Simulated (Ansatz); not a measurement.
Working through a rigid scan of one bond length of AlFH4Si2, SMILES F[SiH]1[AlH][SiH2]1

Computed with the Ansatz DFT code, driven from Python.

`alfh4si2.xyz`
```text
8

F    -1.99170   -1.33690    0.60050
Si   -0.77490   -0.23650    0.92350
Al   -0.33840    1.26630   -0.87730
Si    1.10760   -0.60990   -0.28420
H    -0.60100    0.23540    2.28770
H    -0.63740    2.55780   -1.76440
H     2.34600   -0.23850    0.32730
H     0.98190   -1.69470   -1.26880
```

Run as a notebook:

In [1]:
```python
import ansatz as az
import numpy as np
```

In [2]:
```python
SETTINGS = {
    "basis_set": "6-31G*",
    "xc": "hf",
}
```

In [3]:
```python
geometry = az.Crystal.molecule_from_extxyz("alfh4si2.xyz")
```

In [4]:
```python
symbols = [site.symbol for site in geometry.cartesian_sites]
start = np.array([site.position_ang for site in geometry.cartesian_sites])
axis = (start[6] - start[3]) / np.linalg.norm(start[6] - start[3])
moving = [6]
lengths, energies = [1.259, 1.316, 1.373, 1.43, 1.487, 1.545, 1.602, 1.688], []
for length in lengths:
    xyz = start.copy()
    xyz[moving] += (length - np.linalg.norm(start[6] - start[3])) * axis
    point = az.Crystal.molecule()
    for symbol, place in zip(symbols, xyz):
        point = point.atom(symbol, place.tolist())
    setup = (
        point.calculation()
        .basis(gaussian=SETTINGS["basis_set"])
        .functional(SETTINGS["xc"])
    )
    r = setup.run(threads=1).report
    energies.append(r["free_energy_ev"])
    print(f"r = {length:6.3f} A  E = {energies[-1]:.5f} eV  <S^2> = {abs(r['mean_field']['state']['spin_squared']):.3f}")
```
```text
r =  1.259 A  E = -25073.94390 eV  <S^2> = 0.000
r =  1.316 A  E = -25074.27768 eV  <S^2> = 0.000
r =  1.373 A  E = -25074.48274 eV  <S^2> = 0.000
r =  1.430 A  E = -25074.58619 eV  <S^2> = 0.000
r =  1.487 A  E = -25074.60986 eV  <S^2> = 0.000
r =  1.545 A  E = -25074.57023 eV  <S^2> = 0.000
r =  1.602 A  E = -25074.48307 eV  <S^2> = 0.000
r =  1.688 A  E = -25074.28600 eV  <S^2> = 0.000
```

In [5]:
```python
# quartic fit about the minimum
fit = np.polynomial.Polynomial.fit(lengths, np.array(energies) - min(energies), 4).convert()
roots = [r.real for r in fit.deriv().roots() if abs(r.imag) < 1e-9 and fit.deriv(2)(r.real) > 0]
r_e = min(roots, key=lambda r: abs(r - lengths[int(np.argmin(energies))]))
print(f"minimum of the fit at {r_e:.4f} A, force constant {fit.deriv(2)(r_e):.2f} eV/A^2")
```
```text
minimum of the fit at 1.4776 A, force constant 19.80 eV/A^2
```

Reading the output:
- Total energies depend on the basis set; only differences at equal settings carry meaning.
- The rest of the molecule is held rigid at a force-field or estimated start geometry, and the basis set is modest; single-reference methods fail as a bond breaks.
- Hartree-Fock leaves correlation out, so bond, atomisation and ionisation energies come out well too low.
- The orbitals are restricted, so S² is zero by construction.
- Run time: 6.4 s on 1 thread of Arm Neoverse V2, with other jobs on the host, peak memory 0.2 GiB.
